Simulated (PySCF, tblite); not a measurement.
**C4H12O2SSi2: geometry, infrared bands and NMR shifts**

What infrared bands and NMR shifts should C4H12O2SSi2 (`C=C(OC)[Si@@H](O[SiH3])SC`) show?

Programs: tblite 0.8.0 and PySCF 2.14.0, with density-fitted response routines of our own. Each step states its level of theory. These are calculated values for one molecule in the gas phase, unless marked as measured. Atoms count from 0, in the outputs and in this text.

### 1 The molecule as given

21 atoms, charge 0, multiplicity 1; geometry from: force field or distance geometry start.

Bonds of the start (Å): C0–C1 1.36, C1–O2 1.39, O2–C3 1.41, C1–Si4 1.85, Si4–O5 1.70, O5–Si6 1.70, Si4–S7 2.15, S7–C8 1.83, C0–H9 1.08, C0–H10 1.07, C3–H11 1.11, C3–H12 1.13, C3–H13 1.12, Si4–H14 1.48, Si6–H15 1.49, Si6–H16 1.47, Si6–H17 1.45, C8–H18 1.12, C8–H19 1.10, C8–H20 1.10.

### 2 Optimising the geometry with GFN2-xTB

The job: settings as JSON, then the geometry in Å.

```
{"job": {"kind": "relax", "xc": "GFN2-xTB", "basis": "xTB"}, "charge": 0, "multiplicity": 1}
C      1.783100    -0.371000     1.583800
C      1.299100     0.312500     0.513400
O      2.147600     1.069700    -0.281800
C      3.244700     0.400100    -0.872700
Si    -0.517100     0.171200     0.192200
O     -1.074300    -1.197600     1.028700
Si    -1.485200    -2.502100     0.020800
S     -1.529900     1.913300     0.937900
C     -2.990800     2.324100    -0.077800
H      1.081200    -0.944700     2.179000
H      2.831400    -0.290000     1.778300
H      3.864400     1.073100    -1.498400
H      3.850900    -0.081400    -0.049900
H      2.903800    -0.423900    -1.554400
H     -0.767600     0.082800    -1.260200
H     -2.568300    -3.233600     0.735300
H     -0.307600    -3.384200    -0.035000
H     -1.935200    -2.070200    -1.292300
H     -3.870400     2.413300     0.607800
H     -2.738700     3.267600    -0.587400
H     -3.230100     1.488000    -0.758400
```

Run with:

```bash
$ OMP_NUM_THREADS=1 python probes_run.py task.json out
```

This one command runs all jobs of the session in turn.

Output:

```text
step      E/eV     max force
  0    -804.66652    2.461
  1    -804.89475    1.730
  2    -805.03470    0.824
  3    -805.11600    0.813
  4    -805.20629    0.536
  5    -805.24151    0.443
  6    -805.26627    0.494
  7    -805.29284    0.438
  8    -805.31709    0.360
  9    -805.34072    0.412
 10    -805.36626    0.396
 11    -805.39584    0.432
 12    -805.43022    0.411
 13    -805.46237    0.330
 14    -805.48257    0.273
 15    -805.49603    0.250
 16    -805.51005    0.306
 17    -805.52232    0.275
 18    -805.53206    0.227
 19    -805.53910    0.209
 20    -805.54495    0.206
 21    -805.55118    0.188
 22    -805.55762    0.220
 23    -805.56365    0.210
 24    -805.56902    0.149
 25    -805.57374    0.181
 26    -805.57824    0.145
 27    -805.58304    0.147
 28    -805.58831    0.173
 29    -805.59394    0.172
 30    -805.59948    0.165
 31    -805.60416    0.181
 32    -805.61021    0.188
 33    -805.61773    0.191
 34    -805.62599    0.174
 35    -805.63207    0.213
 36    -805.63976    0.179
 37    -805.64803    0.225
 38    -805.65884    0.264
 39    -805.67247    0.299
 40    -805.68479    0.337
 41    -805.68203    0.487
 42    -805.70876    0.244
 43    -805.71835    0.185
 44    -805.72822    0.235
 45    -805.73463    0.222
 46    -805.74369    0.255
 47    -805.75293    0.228
 48    -805.75994    0.276
 49    -805.76715    0.218
 50    -805.77318    0.223
 51    -805.78154    0.186
 52    -805.78674    0.168
 53    -805.79231    0.162
 54    -805.79706    0.156
 55    -805.80126    0.145
 56    -805.80490    0.139
 57    -805.80847    0.195
 58    -805.81158    0.099
 59    -805.81394    0.088
 60    -805.81615    0.096
 61    -805.81786    0.108
 62    -805.82036    0.117
 63    -805.82302    0.105
 64    -805.82629    0.119
 65    -805.82967    0.148
 66    -805.83251    0.145
 67    -805.83444    0.103
 68    -805.83577    0.076
 69    -805.83696    0.078
 70    -805.83813    0.080
 71    -805.83916    0.071
 72    -805.84005    0.062
 73    -805.84094    0.067
 74    -805.84179    0.071
 75    -805.84263    0.071
 76    -805.84342    0.063
 77    -805.84410    0.049
 78    -805.84468    0.048
 79    -805.84518    0.048
 80    -805.84564    0.058
 81    -805.84611    0.053
 82    -805.84663    0.041
 83    -805.84722    0.051
 84    -805.84794    0.060
 85    -805.84895    0.066
 86    -805.85028    0.073
 87    -805.85178    0.078
 88    -805.85326    0.079
 89    -805.85479    0.101
 90    -805.85602    0.106
 91    -805.85742    0.100
 92    -805.85872    0.089
 93    -805.86063    0.083
 94    -805.86165    0.093
 95    -805.86379    0.093
 96    -805.86562    0.107
 97    -805.86725    0.091
 98    -805.86773    0.106
 99    -805.86878    0.066
100    -805.86933    0.052
101    -805.87000    0.047
102    -805.87070    0.052
103    -805.87148    0.058
104    -805.87217    0.042
105    -805.87267    0.042
106    -805.87305    0.055
107    -805.87353    0.062
108    -805.87398    0.051
109    -805.87451    0.049
110    -805.87478    0.046
111    -805.87526    0.051
112    -805.87570    0.045
113    -805.87605    0.037
114    -805.87636    0.038
115    -805.87663    0.040
116    -805.87691    0.067
117    -805.87725    0.045
118    -805.87771    0.044
119    -805.87819    0.041
120    -805.87862    0.042
121    -805.87916    0.050
122    -805.87972    0.053
123    -805.88026    0.054
124    -805.88074    0.046
125    -805.88115    0.047
126    -805.88147    0.038
127    -805.88174    0.034
128    -805.88201    0.042
129    -805.88234    0.048
130    -805.88269    0.037
131    -805.88303    0.043
132    -805.88340    0.049
133    -805.88386    0.055
134    -805.88439    0.056
135    -805.88488    0.057
136    -805.88526    0.045
137    -805.88557    0.041
138    -805.88589    0.041
139    -805.88623    0.035
140    -805.88656    0.047
141    -805.88686    0.044
142    -805.88717    0.039
143    -805.88752    0.040
144    -805.88786    0.039
145    -805.88808    0.026
146    -805.88819    0.019
147    -805.88824    0.017
148    -805.88830    0.018
149    -805.88836    0.018
150    -805.88841    0.014
151    -805.88843    0.010
```

It took 2.9 s on 1 thread of Arm Neoverse N1, shared host; peak memory 0.18 GiB.

Relaxation path: (not every step is listed)

| step | energy from step 0 (eV) | largest force (eV/Å) |
| --- | --- | --- |
| 0 | 0.0000 | 2.4611 |
| 1 | -0.2282 | 1.7303 |
| 2 | -0.3682 | 0.8241 |
| 3 | -0.4495 | 0.8133 |
| 4 | -0.5398 | 0.5357 |
| 5 | -0.5750 | 0.4427 |
| 6 | -0.5997 | 0.4941 |
| 7 | -0.6263 | 0.4375 |
| 8 | -0.6506 | 0.3602 |
| 21 | -0.8847 | 0.1883 |
| 34 | -0.9595 | 0.1739 |
| 47 | -1.0864 | 0.2276 |
| 60 | -1.1496 | 0.0956 |
| 73 | -1.1744 | 0.0669 |
| 86 | -1.1838 | 0.0726 |
| 99 | -1.2023 | 0.0663 |
| 112 | -1.2092 | 0.0448 |
| 125 | -1.2146 | 0.0472 |
| 138 | -1.2194 | 0.0408 |
| 146 | -1.2217 | 0.0185 |
| 147 | -1.2217 | 0.0171 |
| 148 | -1.2218 | 0.0175 |
| 149 | -1.2218 | 0.0183 |
| 150 | -1.2219 | 0.0144 |
| 151 | -1.2219 | 0.0099 |

Distances of close pairs at the start and the end, largest changes first:

| bond | before (Å) | after (Å) | change (Å) |
| --- | --- | --- | --- |
| Si4–O5 | 1.698 | 1.621 | -0.077 |
| O5–Si6 | 1.699 | 1.627 | -0.072 |
| C3–H12 | 1.130 | 1.094 | -0.035 |
| C8–H18 | 1.119 | 1.084 | -0.034 |
| C1–Si4 | 1.850 | 1.883 | +0.033 |
| C0–C1 | 1.359 | 1.328 | -0.031 |
| C3–H13 | 1.122 | 1.095 | -0.028 |
| Si6–H15 | 1.490 | 1.463 | -0.026 |

The next job starts from the end point, and lists it.

### 3 Infrared spectrum with GFN2-xTB

The job: settings as JSON, then the geometry in Å.

```
{"job": {"kind": "ir", "xc": "GFN2-xTB", "basis": "xTB"}, "charge": 0, "multiplicity": 1}
C      1.671296    -0.465440     1.224565
C      1.379652     0.182565     0.102563
O      2.272908     0.646841    -0.818570
C      3.644617     0.449206    -0.566041
Si    -0.367984     0.554793    -0.490124
O     -1.250843    -0.801204    -0.584055
Si    -1.866560    -2.194415    -0.012242
S     -1.326567     1.853691     0.920567
C     -3.049190     1.667031     0.358313
H      0.874052    -0.781755     1.872390
H      2.671418    -0.698388     1.548229
H      4.170594     0.888621    -1.411740
H      3.952070     0.948497     0.358113
H      3.884693    -0.616751    -0.498149
H     -0.428950     1.098787    -1.836650
H     -2.540458    -1.916758     1.256757
H     -0.759309    -3.128591     0.169466
H     -2.802915    -2.582262    -1.062749
H     -3.673174     2.193309     1.072170
H     -3.157352     2.105708    -0.628242
H     -3.306917     0.613459     0.334361
```

Output:

```text
mode    cm-1     km/mol
  1     -18.1      0.13
  2      38.4      0.49
  3      41.0      1.19
  4      55.8      2.39
  5      69.4      2.46
  6      77.4      1.28
  7     110.0      0.44
  8     130.0      5.22
  9     152.2      1.91
 10     180.2      9.65
 11     206.0      3.72
 12     230.5      0.07
 13     269.8     30.77
 14     331.7      2.34
 15     413.9     28.97
 16     442.0      2.77
 17     511.7     32.70
 18     578.6      4.93
 19     600.8     41.31
 20     621.8     42.28
 21     631.6    243.57
 22     689.2    203.12
 23     706.5     47.59
 24     724.8      2.20
 25     739.5     79.68
 26     758.1    237.28
 27     784.7    221.34
 28     817.7    397.25
 29     838.0     45.09
 30     932.5     58.16
 31     948.8      0.19
 32     957.9      3.55
 33    1048.6     30.40
 34    1071.6    606.92
 35    1118.9      2.74
 36    1161.1     11.79
 37    1210.5     83.32
 38    1318.4      2.71
 39    1387.1      1.65
 40    1411.1      2.08
 41    1454.3      3.18
 42    1455.6      5.00
 43    1466.1      4.50
 44    1485.9      4.87
 45    1672.6     83.23
 46    2247.1    300.00
 47    2278.6    303.18
 48    2289.2    127.38
 49    2334.1    246.27
 50    2932.0     37.04
 51    2947.4     27.78
 52    3027.3     16.82
 53    3036.0      7.79
 54    3042.2      8.41
 55    3062.8      2.09
 56    3105.7     30.64
 57    3138.4     35.49
```

Run time: 2 s. Hardware: 1 thread of Arm Neoverse N1, shared host; peak memory 0.18 GiB.

Which atoms move in the most intense modes:

| cm⁻¹ | km/mol | atoms |
| --- | --- | --- |
| 632 | 243.6 | H14 78 % |
| 758 | 237.3 | H17 56 %, H16 30 % |
| 785 | 221.3 | H15 54 %, H16 30 % |
| 818 | 397.2 | H15 29 %, H17 27 %, H16 26 %, Si6 14 % |
| 1072 | 606.9 | O5 77 %, Si4 11 % |
| 2247 | 300.0 | H15 89 % |
| 2279 | 303.2 | H16 68 %, H17 25 % |
| 2334 | 246.3 | H14 97 % |

### 4 Nuclear shieldings: PBE0/pcSseg-1

Settings changed since step 3:

```diff
@@ -1,2 +1,2 @@
-{"job": {"kind": "ir", "xc": "GFN2-xTB", "basis": "xTB"}, "charge": 0, "multiplicity": 1}
+{"job": {"kind": "nmr", "xc": "PBE0", "basis": "pcSseg-1"}, "charge": 0, "multiplicity": 1}
 C      1.671296    -0.465440     1.224565
```

Method: GIAO PBE0/pcSseg-1 NMR shielding, non-relativistic, gas phase.

Output:

```text
coarse grid: 18832 points
cycle   1  E = -1286.3028495908  dE =  1.003e+00  |g| = 8.879e-01  |ddm| = 4.175e+00
cycle   2  E = -1286.0983930470  dE =  2.045e-01  |g| = 1.378e+00  |ddm| = 1.767e+00
cycle   3  E = -1286.4430116983  dE = -3.446e-01  |g| = 1.489e-01  |ddm| = 1.228e+00
cycle   4  E = -1286.4474081725  dE = -4.396e-03  |g| = 5.403e-02  |ddm| = 1.961e-01
cycle   5  E = -1286.4480435081  dE = -6.353e-04  |g| = 1.922e-02  |ddm| = 6.432e-02
cycle   6  E = -1286.4481271130  dE = -8.360e-05  |g| = 7.497e-03  |ddm| = 2.280e-02
cycle   7  E = -1286.4481393890  dE = -1.228e-05  |g| = 1.802e-03  |ddm| = 6.731e-03
cycle   8  E = -1286.4481399339  dE = -5.449e-07  |g| = 4.795e-04  |ddm| = 1.458e-03
final grid: 167312 points
cycle   9  E = -1286.5248816512  dE = -3.508e-05  |g| = 1.416e-02  |ddm| = 3.106e-02
cycle  10  E = -1286.5248337901  dE =  4.786e-05  |g| = 2.146e-02  |ddm| = 2.247e-02
cycle  11  E = -1286.5249192234  dE = -8.543e-05  |g| = 2.496e-03  |ddm| = 1.455e-02
cycle  12  E = -1286.5249206888  dE = -1.465e-06  |g| = 4.010e-04  |ddm| = 2.555e-03
cycle  13  E = -1286.5249207197  dE = -3.084e-08  |g| = 1.764e-04  |ddm| = 4.078e-04
cycle  14  E = -1286.5249207264  dE = -6.729e-09  |g| = 4.443e-05  |ddm| = 1.620e-04
cycle  15  E = -1286.5249207268  dE = -4.138e-10  |g| = 1.526e-05  |ddm| = 5.675e-05
converged SCF energy = -1286.5249207268

GIAO shielding tensors (ppm)
atom      isotropic    diamagn.    paramagn.     s11        s22        s33       span
  0 C       87.510     259.195    -171.685    -13.969     99.736    176.763    190.733
  1 C       14.341     263.366    -249.025    -86.679     25.583    104.119    190.798
  2 O      207.460     401.263    -193.803     82.460    221.600    318.319    235.859
  3 C      131.372     243.264    -111.892     98.520    116.850    178.745     80.226
  4 Si     364.192     882.532    -518.340    332.098    371.007    389.472     57.375
  5 O      303.323     402.477     -99.154    243.447    324.341    342.180     98.732
  6 Si     394.691     880.884    -486.193    359.029    364.821    460.223    101.194
  7 S      658.151    1061.484    -403.333    576.562    622.059    775.832    199.269
  8 C      173.635     252.035     -78.400    163.341    167.537    190.028     26.687
  9 H       26.939      35.454      -8.515     25.281     25.357     30.178      4.897
 10 H       26.856      32.556      -5.699     24.448     24.857     31.264      6.816
 11 H       27.606      27.399       0.208     23.490     25.934     33.395      9.904
 12 H       28.275      28.293      -0.018     25.049     25.721     34.056      9.007
 13 H       28.252      28.899      -0.647     25.087     25.711     33.958      8.871
 14 H       26.332      31.331      -4.999     23.590     23.728     31.678      8.087
 15 H       26.536      30.424      -3.888     22.738     25.686     31.184      8.446
 16 H       26.580      30.608      -4.028     22.660     25.588     31.493      8.833
 17 H       26.646      28.986      -2.340     22.944     24.637     32.359      9.415
 18 H       29.637      28.824       0.813     24.034     26.574     38.302     14.268
 19 H       29.556      29.719      -0.164     24.084     27.044     37.539     13.456
 20 H       29.567      31.651      -2.084     22.675     29.915     36.111     13.436
```

Wall time 1.7 min (1 thread of Arm Neoverse N1, shared host); peak memory 1.1 GiB.

The references, computed at this level on geometries of the same kind, shield at (ppm): ¹H TMS 31.72, ¹³C TMS 186.9, ²⁹Si TMS 349.2, ¹⁷O H2O 336.1, ³³S CS2 504. Their shielding less the atom's gives the shift. The references are single molecules in the gas phase, so shifts against H2O, NH3, PH3, H3PO4 or CFCl3 are not on the usual liquid scales and can be off by tens of ppm. Atoms listed in one row are averaged.

| atoms | environment | σ (ppm) | δ (ppm) | δ scaled to CDCl3 |
| --- | --- | --- | --- | --- |
| C1 | alkene carbon bearing oxygen | 14.3 | 172.6 | 166.5 |
| C0 | β carbon of an enol-ether or enamine type C=C | 87.5 | 99.4 | 95.1 |
| C3 | methyl carbon bonded to O | 131.4 | 55.6 | 52.3 |
| C8 | methyl carbon bonded to S | 173.6 | 13.3 | 6.6 |
| H14 | hydrogen on a silicon bonded to C, O, S | 26.33 | 5.38 | – |
| H15, H16, H17 | hydrogen on a silicon bonded to O | 26.59 | 5.13 | – |
| H10 | hydrogen on a β carbon of an enol-ether or enamine type C=C | 26.86 | 4.86 | 4.69 |
| H9 | hydrogen on a β carbon of an enol-ether or enamine type C=C | 26.94 | 4.78 | 4.61 |
| H11, H12, H13 | hydrogen on a methyl carbon bonded to O | 28.04 | 3.67 | 3.57 |
| H18, H19, H20 | hydrogen on a methyl carbon bonded to S | 29.59 | 2.13 | 2.11 |
| O2 | ether oxygen | 207.5 | 128.6 | – |
| O5 | oxygen bonded to 2 Si | 303.3 | 32.8 | – |
| Si4 | silicon bonded to C, O, S, H | 364.2 | -15.0 | – |
| Si6 | silicon bonded to O, 3 H | 394.7 | -45.5 | – |
| S7 | sulfur bonded to C, Si | 658 | -154 | – |

The scaled column applies a straight-line fit of computed shieldings to shifts measured in CDCl3, with any fitted terms for Cl, Br or S neighbours (root-mean-square error 0.16 ppm for H, 1.9 ppm for C).

Charges from the same density, by scheme (e):

| atoms | Mulliken | IAO | Hirshfeld | ESP fit |
| --- | --- | --- | --- | --- |
| C0 | -0.21 | -0.40 | -0.14 | -0.67 |
| C1 | -0.15 | -0.09 | -0.02 | 0.42 |
| O2 | -0.49 | -0.33 | -0.11 | -0.30 |
| C3 | -0.04 | -0.21 | -0.03 | -0.14 |
| Si4 | 1.00 | 1.06 | 0.38 | 0.23 |
| O5 | -0.73 | -0.88 | -0.30 | -0.32 |
| Si6 | 0.70 | 0.88 | 0.39 | 0.54 |
| S7 | -0.33 | -0.20 | -0.11 | -0.29 |
| C8 | -0.41 | -0.49 | -0.12 | -0.21 |

Mayer bond orders: C0–C1 1.85, C1–O2 0.98, O2–C3 0.91, C1–Si4 0.84, Si4–O5 0.94, O5–Si6 0.90, Si4–S7 1.01, S7–C8 0.99.

Orbitals, density, ELF and potential are computed afterwards from the orbital file.

Frontier orbitals at PBE0/pcSseg-1, with the share of their density that lies nearest to each atom:

| orbital | energy (eV) | lies on |
| --- | --- | --- |
| HOMO | -6.79 | S7 71 % |
| LUMO | -0.25 | C0, C1 about 19 % each; Si4 14 %; S7 7 % |

ELF in a plane through or near 8 of the atoms.

Values, 10 rows by 14 columns:
```
0.00 0.00 0.00 0.00 0.00 0.00 0.00 0.00 0.00 0.00 0.00 0.00 0.00 0.00
0.00 0.00 0.00 0.00 0.00 0.00 0.00 0.46 0.28 0.00 0.00 0.00 0.00 0.00
0.00 0.00 0.00 0.00 0.00 0.00 0.34 1.00 0.99 0.24 0.21 0.00 0.00 0.00
0.00 0.00 0.00 0.04 0.00 0.11 0.00 0.17 0.19 0.39 0.36 0.01 0.00 0.00
0.00 0.00 0.92 1.00 0.02 0.33 0.19 0.55 0.65 0.39 0.02 0.00 0.00 0.00
0.00 0.00 0.26 0.45 0.80 0.78 0.92 0.79 0.36 0.03 0.94 0.32 0.00 0.00
0.00 0.01 0.52 0.51 0.58 0.63 0.12 0.27 0.41 0.34 0.77 0.08 0.00 0.00
0.00 0.00 0.00 0.01 0.00 0.01 0.01 0.11 0.28 0.30 0.98 0.12 0.00 0.00
0.00 0.00 0.00 0.00 0.00 0.00 0.00 0.00 0.01 0.00 0.00 0.00 0.00 0.00
0.00 0.00 0.00 0.00 0.00 0.00 0.00 0.00 0.00 0.00 0.00 0.00 0.00 0.00
```
The map spans 13.7 Å across and 11.4 Å up, centred on the molecule. Atoms in the plane (x, y in Å): O2 (-2.3, -0.7), C3 (-3.7, -0.5), Si4 (0.3, -0.6), O5 (1.2, 0.7), Si6 (1.9, 2.2), H13 (-3.9, 0.6), H16 (0.8, 3.1), H19 (3.1, -2.2).

On the surface of density 0.002 e/bohr³ the electrostatic potential runs, from the 1st to the 99th percentile, from -1.11 V near S7 to 1.16 V near H16.

### 5 Outcome

| quantity | value |
| --- | --- |
| strongest single infrared mode (GFN2-xTB) | 1072 cm⁻¹, 607 km/mol |
| zero-point energy (GFN2-xTB) | 93.3 kcal/mol |
| ¹³C shifts against TMS (PBE0/pcSseg-1) | 172.6, 99.4, 55.6, 13.3 ppm |
| ¹H shifts against TMS (PBE0/pcSseg-1, means over atoms taken as alike) | 5.38, 5.13, 4.86, 4.78, 3.67, 2.13 ppm |
| ¹⁷O shifts against H2O (PBE0/pcSseg-1) | 128.6, 32.8 ppm |
| ²⁹Si shifts against TMS (PBE0/pcSseg-1) | -15.0, -45.5 ppm |
| ³³S shifts against CS2 (PBE0/pcSseg-1) | -154 ppm |
| surface potential, 1st and 99th percentile | -1.11 V and 1.16 V |

**Reading.** The optimisation took 151 steps and gained 1.222 eV; among the close pairs (by a distance rule), Si4–O5 changed most, from 1.698 to 1.621 Å. The lowest mode is slightly imaginary (18i cm⁻¹), a soft motion within the noise of the Hessian, so the minimum is not strictly shown. The strongest single mode, at 1072 cm⁻¹, moves mainly O5. Unscaled tight-binding wavenumbers are off by several per cent, some by more. Its intensities can rank the bands wrongly. C1 (alkene carbon bearing oxygen) lies farthest downfield among carbon, at 172.6 ppm; an sp2 carbon further deshielded by the attached heteroatom. At PBE0/pcSseg-1: The widest tensor belongs to O2: span 236 ppm, with a paramagnetic part of -194 ppm.
